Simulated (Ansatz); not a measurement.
# Pb8CS8O: the cost of one run

Computed with Ansatz 0.2.0 (DFT PBE, scalar-relativistic, plane waves, PAW, unless a step's input says otherwise).

3 further runs of the same task are left out: 3 set aside as unsound or not needed.

### 1 The system as given

The structure is monoclinic, space group Pm (No. 6). The conventional cell has a = 8.498 Å, b = 8.498 Å, c = 20.717 Å, α = 90.00°, β = 90.00°, γ = 90.00°. Around Pb (site symmetry 1) lie 5 S at 2.69 to 3.00 Å. Around S (site symmetry m) lie 5 Pb at 2.72 to 3.00 Å. Pb (site symmetry m) is surrounded by 1 O at 1.67 Å. Pb (site symmetry m) has 5 S at 2.72 to 3.00 Å as nearest neighbours. Only part of the 14 independent sites is listed.

Structure file:

```
CELL_PARAMETERS angstrom
8.49804 0.00000 0.00000
0.00000 8.49804 0.00000
0.00000 0.00000 20.71663
ATOMIC_POSITIONS crystal
Pb 0.25000 0.25000 0.19308
Pb 0.25000 0.75000 0.19308
Pb 0.75000 0.25000 0.19308
Pb 0.75000 0.75000 0.19308
S 0.00000 0.00000 0.19308
S 0.00000 0.50000 0.19308
S 0.50000 0.00000 0.19308
S 0.50000 0.50000 0.19308
Pb 0.00000 0.00000 0.32421
Pb 0.00000 0.50000 0.32421
Pb 0.50000 0.00000 0.32421
Pb 0.50000 0.50000 0.32421
S 0.25000 0.25000 0.32310
S 0.25000 0.75000 0.32310
S 0.75000 0.25000 0.32310
S 0.75000 0.75000 0.32310
C 0.67298 0.00000 0.36283
O 0.82702 0.00000 0.36283
```

This is the geometry of the first run shown, built on a cell relaxed beforehand with the same method.

### 2 The scan

Atoms count from 1 in the order of the input.

CO lies flat over one site of a rigid substrate while its bond length and height are varied.

First coordinate, distance C17-O18: 8 values from 1.040 to 3.040 Å. Second coordinate, height of the CO axis above the plane of Pb9: 8 values from 0.80 to 3.60 Å.

Nothing else is relaxed. Points are written as (first, second).

### 3 Grid point (1.309 Å, 0.80 Å)

A dipole layer in the vacuum cancels the field that periodic copies would set up if the slab's two faces differ.

File input.yaml:

```yaml
crystal:
  lattice:
    - [8.4980431765, 0.0, 0.0]
    - [0.0, 8.4980431765, 0.0]
    - [0.0, 0.0, 20.7166259994]
  atoms:
    - { symbol: Pb, position: [0.25, 0.25, 0.1930816341] }
    - { symbol: Pb, position: [0.25, 0.75, 0.1930816341] }
    - { symbol: Pb, position: [0.75, 0.25, 0.1930816341] }
    - { symbol: Pb, position: [0.75, 0.75, 0.1930816341] }
    - { symbol: S, position: [0.0, 0.0, 0.1930816341] }
    - { symbol: S, position: [0.0, 0.5, 0.1930816341] }
    - { symbol: S, position: [0.5, 0.0, 0.1930816341] }
    - { symbol: S, position: [0.5, 0.5, 0.1930816341] }
    - { symbol: Pb, position: [0.0, 0.0, 0.3242142808] }
    - { symbol: Pb, position: [0.0, 0.5, 0.3242142808] }
    - { symbol: Pb, position: [0.5, 0.0, 0.3242142808] }
    - { symbol: Pb, position: [0.5, 0.5, 0.3242142808] }
    - { symbol: S, position: [0.25, 0.25, 0.3230985962] }
    - { symbol: S, position: [0.25, 0.75, 0.3230985962] }
    - { symbol: S, position: [0.75, 0.25, 0.3230985962] }
    - { symbol: S, position: [0.75, 0.75, 0.3230985962] }
    - { symbol: C, position: [0.6729822694, 0.0, 0.3628306076] }
    - { symbol: O, position: [0.8270177306, 0.0, 0.3628306076] }
basis:
  ecutwfc: 420
kpoints:
  mp_grid: { grid: [3, 3, 1] }
hamiltonian:
  xc: pbe
scf:
  occupations: { method: gaussian, width: 0.05 }
output:
  forces: true
  eigenvalues: true
efield:
  axis: 3
  dipole_correction: true
  ramp_width: 0.04
```

Run with:

```sh
$ ansatz run input.yaml --threads 4 --pin off --max-ram 12288MiB --backend cpu --events-out ev --progress --plain --runs-dir out
```

Q: Estimate wall time and peak memory on 4 threads of Arm Neoverse V1, shared host.

About 32 s, with a peak of 2.9 GiB.
